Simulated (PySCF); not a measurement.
# CH5GeO−: geometry, NMR shifts, spin-spin couplings, electronic excitations and core binding energies

Wanted: the NMR shifts, spin-spin couplings, electronic excitations and core binding energies of CH5GeO− (`C[O][GeH2-]`), by calculation.

The runs use PySCF 2.14.0, with density-fitted response routines of our own; the level of theory stands in each step. All values are computed, except where a source is named. Atoms count from 0, in the outputs and in this text.

## 1. Starting geometry

8 atoms, charge -1, multiplicity 1; geometry from: GFN2-xTB.

Bonds of the start (Å): C0–O1 1.38, O1–Ge2 1.88, C0–H3 1.10, C0–H4 1.09, C0–H5 1.10, Ge2–H6 1.96, Ge2–H7 1.97.

## 2. Geometry optimisation at PBE0-D3(BJ)/def2-SVP

The job: settings as JSON, then the geometry in Å.

```
{"job": {"xc": "PBE0", "basis": "def2-SVP", "d3": "d3bj", "grid": 1, "kind": "geom"}, "charge": -1, "multiplicity": 1}
C     -1.031100    -0.123110     0.143660
O     -0.048660    -1.055680     0.413180
Ge     1.768680    -0.608780     0.220100
H     -1.347180    -0.168000    -0.909370
H     -0.680760     0.894270     0.342850
H     -1.913210    -0.323570     0.776760
H      1.636200     0.272220    -1.529480
H      1.634140     1.131480     1.123950
```

The program printed:

```text
step   0  E = -2192.57994491  max force = 0.039280
step   1  E = -2192.59876879  max force = 0.030996
step   2  E = -2192.59892794  max force = 0.042692
step   3  E = -2192.60645869  max force = 0.005214
step   4  E = -2192.60681181  max force = 0.002082
step   5  E = -2192.60708208  max force = 0.003311
step   6  E = -2192.60722363  max force = 0.002957
step   7  E = -2192.60733246  max force = 0.001496
step   8  E = -2192.60734336  max force = 0.000395
optimisation converged
```

Wall time 33 s (1 thread, shared host).

The steps of the relaxation:

```csv
step,energy from step 0 (eV),largest force component (eV/Å)
0,0.0000,2.0199
1,-0.5122,1.5939
2,-0.5166,2.1953
3,-0.7215,0.2681
4,-0.7311,0.1071
5,-0.7384,0.1703
6,-0.7423,0.1521
7,-0.7453,0.0769
8,-0.7455,0.0203
```

Distances of close pairs at the start and the end, largest changes first:

```csv
bond,before (Å),after (Å),change (Å)
Ge2–H7,1.966,1.638,-0.328
Ge2–H6,1.963,1.638,-0.325
C0–H4,1.094,1.118,+0.024
C0–H3,1.100,1.119,+0.018
C0–O1,1.381,1.366,-0.015
O1–Ge2,1.881,1.896,+0.015
C0–H5,1.104,1.117,+0.013
```

The end geometry stands in the next job.

```csv
at the end point,value
point group (found at 0.08 Å tolerance),Cs
"rotational constants (GHz, main isotopes)","31.352, 3.856, 3.647"
```

## 3. Nuclear shieldings: PBE0/pcSseg-1

The job: settings as JSON, then the geometry in Å.

```
{"job": {"kind": "nmr", "xc": "PBE0", "basis": "pcSseg-1"}, "charge": -1, "multiplicity": 1}
C     -0.992215    -0.107357     0.200644
O      0.003051    -0.976098     0.546598
Ge     1.794987    -0.480162     0.174278
H     -1.035674     0.115546    -0.894606
H     -0.910302     0.892641     0.694846
H     -1.994699    -0.514917     0.478875
H      1.502051     0.036357    -1.352327
H      1.650910     1.052819     0.733342
```

Level: GIAO PBE0/pcSseg-1 NMR shielding, non-relativistic, gas phase.

The program printed:

```text
coarse grid: 30136 points
cycle   1  E = -2192.5874954324  dE = -6.741e-01  |g| = 1.050e+00  |ddm| = 2.448e+00
cycle   2  E = -2192.2418245276  dE =  3.457e-01  |g| = 1.628e+00  |ddm| = 2.388e+00
cycle   3  E = -2192.7078436385  dE = -4.660e-01  |g| = 3.081e-01  |ddm| = 1.930e+00
cycle   4  E = -2192.7243065058  dE = -1.646e-02  |g| = 6.920e-02  |ddm| = 2.408e-01
cycle   5  E = -2192.7246826104  dE = -3.761e-04  |g| = 1.891e-02  |ddm| = 7.617e-02
cycle   6  E = -2192.7247425262  dE = -5.992e-05  |g| = 2.742e-03  |ddm| = 2.850e-02
cycle   7  E = -2192.7247442566  dE = -1.730e-06  |g| = 8.829e-04  |ddm| = 3.910e-03
final grid: 62320 points
cycle   8  E = -2192.7247831148  dE =  1.936e-08  |g| = 1.020e-03  |ddm| = 2.240e-03
cycle   9  E = -2192.7247830014  dE =  1.134e-07  |g| = 1.236e-03  |ddm| = 1.809e-03
cycle  10  E = -2192.7247833516  dE = -3.502e-07  |g| = 1.475e-04  |ddm| = 1.058e-03
cycle  11  E = -2192.7247833556  dE = -3.953e-09  |g| = 1.015e-05  |ddm| = 1.097e-04
cycle  12  E = -2192.7247833556  dE = -3.092e-11  |g| = 3.897e-06  |ddm| = 1.781e-05
converged SCF energy = -2192.7247833556

GIAO shielding tensors (ppm)
atom      isotropic    diamagn.    paramagn.     s11        s22        s33       span
  0 C      115.878     241.888    -126.010     78.030     87.088    182.516    104.486
  1 O      334.571     398.614     -64.043    272.402    341.368    389.944    117.541
  2 Ge    1369.115    2753.950   -1384.835    836.509   1394.966   1875.871   1039.362
  3 H       28.032      29.716      -1.684     24.771     25.628     33.697      8.927
  4 H       28.039      29.675      -1.637     24.805     25.627     33.684      8.879
  5 H       27.355      28.939      -1.584     22.464     24.421     35.179     12.715
  6 H       26.198      29.136      -2.938     20.357     25.202     33.036     12.679
  7 H       26.207      29.137      -2.930     20.371     25.218     33.033     12.662
```

Wall time 10 s (1 thread, shared host).

The references, computed at this level on geometries of the same kind, shield at (ppm): 1H TMS 31.27, 13C TMS 184.4, 17O H2O 334.6, 73Ge GeMe4 1330. Their shielding less the atom's gives the shift. The references are single molecules in the gas phase, so shifts against H2O, NH3, PH3, H3PO4 or CFCl3 are not on the usual liquid scales and can be off by tens of ppm. Atoms listed in one row are averaged.

```csv
atoms,environment,σ (ppm),δ (ppm)
C0,methyl carbon bonded to O,115.9,68.5
"H6, H7",hydrogen on a germanium bonded to O,26.20,5.06
"H3, H4, H5",hydrogen on a methyl carbon bonded to O,27.81,3.46
O1,"oxygen bonded to C, Ge",334.6,0.0
Ge2,"germanium bonded to O, 2 H",1369,-39
```

Charges from the same density, by scheme (e):

```csv
atoms,Mulliken,IAO,Hirshfeld,ESP fit
C0,0.04,-0.16,-0.08,0.37
O1,-0.72,-0.62,-0.31,-0.37
Ge2,0.03,-0.07,-0.18,-0.56
```

Mayer bond orders: C0–O1 1.04, O1–Ge2 0.65.

## 4. J couplings: B3LYP/pcSseg-1+pcJ-1

Same as in step 3 but for these lines:

```diff
@@ -1,2 +1,2 @@
-{"job": {"kind": "nmr", "xc": "PBE0", "basis": "pcSseg-1"}, "charge": -1, "multiplicity": 1}
+{"job": {"kind": "j", "xc": "B3LYP", "basis": "pcJ-1"}, "charge": -1, "multiplicity": 1}
 C     -0.992215    -0.107357     0.200644
```

Level: B3LYP/pcJ-1 Ge:pcSseg-1 indirect spin-spin coupling, non-relativistic, gas phase.

The program printed:

```text
coarse grid: 30136 points
cycle   1  E = -2193.0400055936  dE = -6.629e-01  |g| = 1.142e+00  |ddm| = 2.276e+00
cycle   2  E = -2192.4692787102  dE =  5.707e-01  |g| = 1.985e+00  |ddm| = 2.980e+00
cycle   3  E = -2193.1725929029  dE = -7.033e-01  |g| = 3.945e-01  |ddm| = 2.583e+00
cycle   4  E = -2193.1988999015  dE = -2.631e-02  |g| = 9.189e-02  |ddm| = 3.144e-01
cycle   5  E = -2193.1995549015  dE = -6.550e-04  |g| = 2.653e-02  |ddm| = 1.080e-01
cycle   6  E = -2193.1996869137  dE = -1.320e-04  |g| = 4.787e-03  |ddm| = 4.292e-02
cycle   7  E = -2193.1996917186  dE = -4.805e-06  |g| = 1.554e-03  |ddm| = 5.197e-03
final grid: 62320 points
cycle   8  E = -2193.1997183809  dE =  2.987e-07  |g| = 2.030e-03  |ddm| = 3.871e-03
cycle   9  E = -2193.1997175807  dE =  8.002e-07  |g| = 2.793e-03  |ddm| = 4.116e-03
cycle  10  E = -2193.1997192696  dE = -1.689e-06  |g| = 4.169e-04  |ddm| = 2.502e-03
cycle  11  E = -2193.1997192997  dE = -3.009e-08  |g| = 2.081e-05  |ddm| = 2.832e-04
cycle  12  E = -2193.1997192998  dE = -1.273e-10  |g| = 6.773e-06  |ddm| = 4.389e-05
converged SCF energy = -2193.1997192998

Indirect spin-spin couplings (Hz)
  i      j    bonds     total        FC       PSO       DSO        SD
  0 C    1 O    1     31.029    29.432     2.213    -0.138    -0.478
  0 C    3 H    1    137.851   136.380     0.464     0.906     0.100
  0 C    4 H    1    137.994   136.525     0.461     0.907     0.101
  0 C    5 H    1    130.356   128.770     0.694     0.842     0.050
  0 C    6 H    3      7.247     7.230    -0.097     0.149    -0.036
  0 C    7 H    3      7.394     7.375    -0.099     0.154    -0.036
  1 O    3 H    2     -4.344    -3.600    -0.857     0.075     0.036
  1 O    4 H    2     -4.310    -3.564    -0.857     0.075     0.036
  1 O    5 H    2    -11.114   -10.430    -0.834     0.064     0.086
  1 O    6 H    2     -3.283    -3.160    -0.244     0.099     0.022
  1 O    7 H    2     -3.313    -3.190    -0.244     0.098     0.022
  3 H    4 H    2    -10.277   -11.129     2.038    -1.555     0.369
  3 H    5 H    2     -8.750    -9.388     2.216    -1.898     0.321
  3 H    6 H    4      0.512    -0.619    -1.191     2.322     0.000
  3 H    7 H    4      0.676     0.490     0.202    -0.020     0.004
  4 H    5 H    2     -8.760    -9.399     2.216    -1.897     0.321
  4 H    6 H    4      0.680     0.499     0.196    -0.018     0.004
  4 H    7 H    4      0.490    -0.657    -1.211     2.358    -0.001
  6 H    7 H    2     -6.037    -5.771     0.033    -0.368     0.069
```

Wall time 28 s (1 thread, shared host).

Couplings of 1 Hz or more, nine at most for each number of bonds, with means over like pairs (isotopes 13C, 1H, 17O):

```csv
pair,bonds,J (Hz),Fermi contact (Hz),dihedral (°)
C0–H3,1,135.4,133.9,–
C0–O1,1,31.0,29.4,–
H3–H4,2,-9.3,-10.0,–
O1–H3,2,-6.6,-5.9,–
H6–H7,2,-6.0,-5.8,–
O1–H6,2,-3.3,-3.2,–
C0–H6,3,7.3,7.3,-46
```

The response was solved for the nuclei of C, H, O alone, so couplings that need other nuclei can be missing.

Quadrupole couplings from the field gradients of the same density:

```csv
atom,isotope,eQq/h (MHz),η
Ge2,73Ge,105.1,0.88
O1,17O,-10.6,0.57
```

Shifts (PBE0/pcSseg-1, unscaled) and these couplings together give the proton spectrum at 400 MHz below.

1H NMR δ 5.06 (s, 2H), 3.46 (s, 3H).

## 5. Excited states and response: PBE0/def2-SVPD

Same as in step 4 but for these lines:

```diff
@@ -1,2 +1,2 @@
-{"job": {"kind": "j", "xc": "B3LYP", "basis": "pcJ-1"}, "charge": -1, "multiplicity": 1}
+{"job": {"kind": "uv", "xc": "PBE0", "basis": "def2-SVPD", "ip": true}, "charge": -1, "multiplicity": 1}
 C     -0.992215    -0.107357     0.200644
```

With the program's defaults for keys left out, this is: TDDFT PBE0/def2-SVPD, vertical, gas phase, core orbitals frozen in the response.

The program printed:

```text
coarse grid: 30136 points
cycle   1  E = -2192.5047808975  dE = -6.226e-01  |g| = 7.409e-01  |ddm| = 2.977e+00
cycle   2  E = -2192.1067158893  dE =  3.981e-01  |g| = 1.555e+00  |ddm| = 2.519e+00
cycle   3  E = -2192.6194515156  dE = -5.127e-01  |g| = 1.165e-01  |ddm| = 1.642e+00
cycle   4  E = -2192.6216653732  dE = -2.214e-03  |g| = 4.468e-02  |ddm| = 1.515e-01
cycle   5  E = -2192.6218783054  dE = -2.129e-04  |g| = 9.403e-03  |ddm| = 5.633e-02
cycle   6  E = -2192.6218968105  dE = -1.851e-05  |g| = 1.716e-03  |ddm| = 2.459e-02
cycle   7  E = -2192.6218976043  dE = -7.939e-07  |g| = 3.219e-04  |ddm| = 3.692e-03
final grid: 62320 points
cycle   8  E = -2192.6219259758  dE = -8.022e-08  |g| = 3.331e-04  |ddm| = 7.234e-03
cycle   9  E = -2192.6219259686  dE =  7.211e-09  |g| = 3.841e-04  |ddm| = 9.284e-04
cycle  10  E = -2192.6219260037  dE = -3.510e-08  |g| = 3.040e-05  |ddm| = 3.812e-04
cycle  11  E = -2192.6219260038  dE = -1.069e-10  |g| = 1.716e-05  |ddm| = 5.304e-05
converged SCF energy = -2192.6219260038

Static polarisability (au): isotropic 77.209, principal 69.943 70.476 91.209

Singlet excitations
state   eV       nm        f      main configurations
  1   4.0414    306.8   0.16194   H->L 0.85, H->L+1 0.12
  2   4.2027    295.0   0.02423   H->L+1 0.85, H->L 0.09
  3   4.7808    259.3   0.06363   H->L+2 0.90
  4   5.4545    227.3   0.00271   H-1->L 0.67, H->L+3 0.23
  5   5.5591    223.0   0.20875   H->L+3 0.71, H-1->L 0.23
  6   5.7283    216.4   0.01205   H-1->L+1 0.82, H-1->L 0.08, H-1->L+2 0.08
  7   5.7874    214.2   0.00509   H->L+4 0.98
  8   6.1964    200.1   0.03413   H-1->L+2 0.85, H-1->L+1 0.09
  9   6.2293    199.0   0.01809   H->L+5 0.98
 10   6.3310    195.8   0.16840   H->L+6 0.88

Triplet excitations (Tamm-Dancoff, eV): 3.4675 3.7914 4.2923 4.5078
Vertical ionisation energy (delta-SCF) = 2.4376 eV
```

Run time: 21 s. Hardware: 1 thread, shared host.

Frontier orbitals and where they lie:

```csv
orbital,eV,atoms
HOMO−3,-3.15,"Ge2 27 %, O1 25 %, H6 14 %"
HOMO−2,-2.98,"O1 59 %, C0 13 %, Ge2 10 %"
HOMO−1,-2.00,"O1 45 %, Ge2 16 %, H7 12 %"
HOMO,-0.39,"Ge2 64 %, H6 11 %, H7 11 %"
LUMO,4.61,"Ge2 27 %, C0 27 %, H5 14 %"
LUMO+1,4.97,"Ge2 57 %, O1 11 %, H6 10 %"
LUMO+2,5.32,"Ge2 44 %, H5 13 %, O1 12 %"
```

With each of the 10 states as a Gaussian band of 0.4 eV half-width at 1/e, the curve within the window shown has maxima at 305 nm (ε 7,500), 221 nm (ε 9,600), 198 nm (ε 9,200) L/(mol cm). Beyond the last state computed it falls off for lack of states. The curve at chosen wavelengths:

(nm, ε (L/mol/cm)): (187, 4589), (194, 8537), (201, 8938), (208, 7964), (215, 8766), (222, 9549), (229, 8166), (235, 5969), (242, 3951), (249, 3144), (256, 3066), (263, 3186), (270, 3452), (277, 4074), (284, 5105), (291, 6288), (298, 7201), (305, 7511), (312, 7126), (318, 6350), (325, 5153), (332, 3895), (339, 2766), (346, 1859), (353, 1192), (360, 733)

Further results of this job:

```csv
property,computed
polarisability (Å³),11.44
HOMO–LUMO gap (eV),4.99
−ε(HOMO) (eV),0.39
```

## 6. Shielding tensors: wB97X-D/pcSseg-2

Same as in step 5 but for these lines:

```diff
@@ -1,2 +1,2 @@
-{"job": {"kind": "uv", "xc": "PBE0", "basis": "def2-SVPD", "ip": true}, "charge": -1, "multiplicity": 1}
+{"job": {"kind": "nmr", "xc": "wB97X-D", "basis": "pcSseg-2", "pop": false}, "charge": -1, "multiplicity": 1}
 C     -0.992215    -0.107357     0.200644
```

Level: GIAO wB97X-D/pcSseg-2 NMR shielding, non-relativistic, gas phase.

The program printed:

```text
coarse grid: 30136 points
cycle   1  E = -2193.3280000467  dE = -7.517e-01  |g| = 1.183e+00  |ddm| = 1.865e+00
cycle   2  E = -2193.1963770951  dE =  1.316e-01  |g| = 1.446e+00  |ddm| = 1.346e+00
cycle   3  E = -2193.4732639102  dE = -2.769e-01  |g| = 1.629e-01  |ddm| = 8.159e-01
cycle   4  E = -2193.4776702058  dE = -4.406e-03  |g| = 6.454e-02  |ddm| = 1.336e-01
cycle   5  E = -2193.4781020287  dE = -4.318e-04  |g| = 1.248e-02  |ddm| = 5.228e-02
cycle   6  E = -2193.4781333236  dE = -3.129e-05  |g| = 2.732e-03  |ddm| = 3.338e-02
cycle   7  E = -2193.4781375261  dE = -4.202e-06  |g| = 7.326e-04  |ddm| = 1.412e-02
final grid: 62320 points
cycle   8  E = -2193.4777946817  dE = -2.229e-06  |g| = 7.775e-04  |ddm| = 5.618e-03
cycle   9  E = -2193.4777948597  dE = -1.780e-07  |g| = 5.777e-04  |ddm| = 2.273e-03
cycle  10  E = -2193.4777949358  dE = -7.610e-08  |g| = 1.385e-04  |ddm| = 6.833e-04
cycle  11  E = -2193.4777949520  dE = -1.628e-08  |g| = 9.228e-05  |ddm| = 7.658e-04
cycle  12  E = -2193.4777949565  dE = -4.451e-09  |g| = 2.775e-05  |ddm| = 3.832e-04
cycle  13  E = -2193.4777949572  dE = -6.730e-10  |g| = 7.081e-06  |ddm| = 1.858e-04
converged SCF energy = -2193.4777949572

GIAO shielding tensors (ppm)
atom      isotropic    diamagn.    paramagn.     s11        s22        s33       span
  0 C      114.516     236.936    -122.420     75.575     85.982    181.990    106.414
  1 O      327.434     387.532     -60.098    272.847    337.534    371.922     99.075
  2 Ge    1351.139    2755.991   -1404.851    782.887   1387.881   1882.650   1099.764
  3 H       27.966      29.542      -1.575     24.788     25.746     33.365      8.577
  4 H       27.971      29.514      -1.543     24.819     25.746     33.349      8.530
  5 H       27.416      29.133      -1.717     22.725     24.682     34.841     12.116
  6 H       25.994      30.191      -4.198     20.364     25.188     32.429     12.065
  7 H       26.003      30.185      -4.182     20.380     25.204     32.426     12.046
```

Run time: 33 s. Hardware: 1 thread, shared host.

Key values: δ C0 69.9, O1 -0.6, Ge2 -21, H6 5.36, H3 3.57 ppm (means over like atoms).

## 7. Core holes by ΔSCF: SCAN, X2C

Same as in step 6 but for these lines:

```diff
@@ -1,2 +1,2 @@
-{"job": {"kind": "nmr", "xc": "wB97X-D", "basis": "pcSseg-2", "pop": false}, "charge": -1, "multiplicity": 1}
+{"job": {"kind": "xps"}, "charge": -1, "multiplicity": 1}
 C     -0.992215    -0.107357     0.200644
```

Level: delta-SCF UKS SCAN, pcX-2 on the ionised atom, pcseg-1 elsewhere, spin-free X2C.

The program printed:

```text
ground state, core basis on atom 0 (C), 111 functions
  cycle   1  E = -2210.20403526  |g| = 7.08e-01
  cycle   2  E = -2209.56582432  |g| = 1.83e+00
  cycle   3  E = -2210.31569559  |g| = 1.27e-01
  cycle   4  E = -2210.31916025  |g| = 7.58e-02
  cycle   5  E = -2210.32048723  |g| = 1.99e-02
  cycle   6  E = -2210.32059648  |g| = 4.12e-03
  cycle   7  E = -2210.32060139  |g| = 7.25e-04
  cycle   8  E = -2210.32060205  |g| = 2.52e-04
  E(ground) = -2210.45645316 Eh
hole in C 1s of atom 0
  cycle   1  E = -2199.21396358  |g| = 1.50e+00
  cycle   2  E = -2196.79103614  |g| = 2.48e+00
  cycle   3  E = -2199.44157767  |g| = 8.16e-01
  cycle   4  E = -2199.66578471  |g| = 5.26e-01
  cycle   5  E = -2199.75932343  |g| = 1.58e-01
  cycle   6  E = -2199.76978311  |g| = 4.28e-02
  cycle   7  E = -2199.77099062  |g| = 8.32e-03
  cycle   8  E = -2199.77105252  |g| = 2.80e-03
  cycle   9  E = -2199.77106184  |g| = 1.38e-03
  cycle  10  E = -2199.77106442  |g| = 4.95e-04
  E(ion) = -2199.90638189 Eh   <S^2> = 0.7725   hole on atom = 1.000   binding energy = 287.082 eV
ground state, core basis on atom 1 (O), 111 functions
  cycle   1  E = -2210.35086694  |g| = 9.89e-02
  cycle   2  E = -2210.34964306  |g| = 8.87e-02
  cycle   3  E = -2210.35027152  |g| = 7.04e-02
  cycle   4  E = -2210.35119226  |g| = 5.75e-03
  cycle   5  E = -2210.35120333  |g| = 8.15e-04
  cycle   6  E = -2210.35120242  |g| = 1.42e-04
  E(ground) = -2210.48455280 Eh
hole in O 1s of atom 1
  cycle   1  E = -2189.97437922  |g| = 2.23e+00
  cycle   2  E = -2189.33837210  |g| = 2.30e+00
  cycle   3  E = -2190.74577895  |g| = 4.53e-01
  cycle   4  E = -2190.80631553  |g| = 1.38e-01
  cycle   5  E = -2190.81636833  |g| = 3.25e-02
  cycle   6  E = -2190.81718817  |g| = 7.53e-03
  cycle   7  E = -2190.81721892  |g| = 2.20e-03
  cycle   8  E = -2190.81722443  |g| = 7.40e-04
  cycle   9  E = -2190.81722534  |g| = 3.37e-04
  E(ion) = -2190.95153337 Eh   <S^2> = 0.7635   hole on atom = 1.000   binding energy = 531.521 eV
```

Run time: 10 s. Hardware: 1 thread, shared host.

Binding energies by hole, beside the orbital energy of the ground state; the difference holds orbital relaxation and, for a density functional, its self-interaction error:

```csv
hole,stands for,environment,ΔSCF (eV),−ε (eV),⟨S²⟩
C1s on C0,C0,methyl carbon bonded to O,287.08,269.9,0.772
O1s on O1,O1,"oxygen bonded to C, Ge",531.52,510.5,0.763
```

## 8. Side by side: NMR shifts

Shifts (ppm), means over like atoms, with basis size and wall time:

```csv
run,C0,H6,H3,O1,Ge2,functions,time
PBE0/pcSseg-1,68.5,5.06,3.46,0.0,-39,100,10 s
wB97X-D/pcSseg-2,69.9,5.36,3.57,-0.6,-21,205,33 s
```

## 9. Results

| quantity | value |
| --- | --- |
| point group | Cs |
| rotational constants (main isotopes) | 31.35, 3.86, 3.65 GHz |
| 13C shifts against TMS (PBE0/pcSseg-1) | 68.5 ppm |
| 1H shifts against TMS (PBE0/pcSseg-1, means over atoms taken as alike) | 5.06, 3.46 ppm |
| 17O shifts against H2O (PBE0/pcSseg-1) | 0.0 ppm |
| 73Ge shifts against GeMe4 (PBE0/pcSseg-1) | -39 ppm |
| largest coupling of the table (B3LYP/pcSseg-1+pcJ-1) | 1J(C,H) C0–H3, 135.4 Hz |
| lowest singlet (PBE0/def2-SVPD) | 4.04 eV (307 nm), f = 0.162 |
| brightest single state of those computed | state 5, 5.56 eV, f = 0.209 |
| lowest triplet | 3.47 eV |
| vertical ionisation energy (ΔSCF) | 2.44 eV |
| C1s binding energies, SCAN/pcX-2 | C0 287.08 eV |
| O1s binding energies, SCAN/pcX-2 | O1 531.52 eV |
| range of the shift of Ge2 | -39 to -21 ppm |

What this shows: Relaxing lowered the energy by 0.746 eV in 8 steps; the close pair that moved most is Ge2–H7, from 1.966 to 1.638 Å. At PBE0/pcSseg-1: The largest span, 1039 ppm, is at Ge2, where the paramagnetic term is -1385 ppm. Of the pairs tabulated at B3LYP/pcSseg-1+pcJ-1, C0–H3 (mean over like pairs) couples most strongly (135.4 Hz; Fermi contact 133.9 Hz). The lowest singlet, at 4.04 eV, is HOMO→LUMO 0.85, HOMO→LUMO+1 0.12 and is bright; of the 10 states computed, the strongest absorption comes from state 5 at 5.56 eV (the last state computed is bright too, and its partners may lie past the list). The lowest triplet lies 0.57 eV below the lowest singlet (triplets in Tamm-Dancoff, singlets in full TDDFT). In the gas-phase run even the lowest singlet lies above the computed detachment energy of this anion, so its states are not to be taken as bound. At PBE0/def2-SVPD, all states lie near or above the ionisation energy, where they hang on the basis. The orbital energy would give 0.39 eV for ionisation, ΔSCF gives 2.44 eV. In ppm, Ge2 moves most: its shift spreads over 18 ppm, from -39 (PBE0/pcSseg-1) to -21 (wB97X-D/pcSseg-2). Spin-orbit coupling is left out, which matters for shieldings and couplings at and beside the heavy atoms.
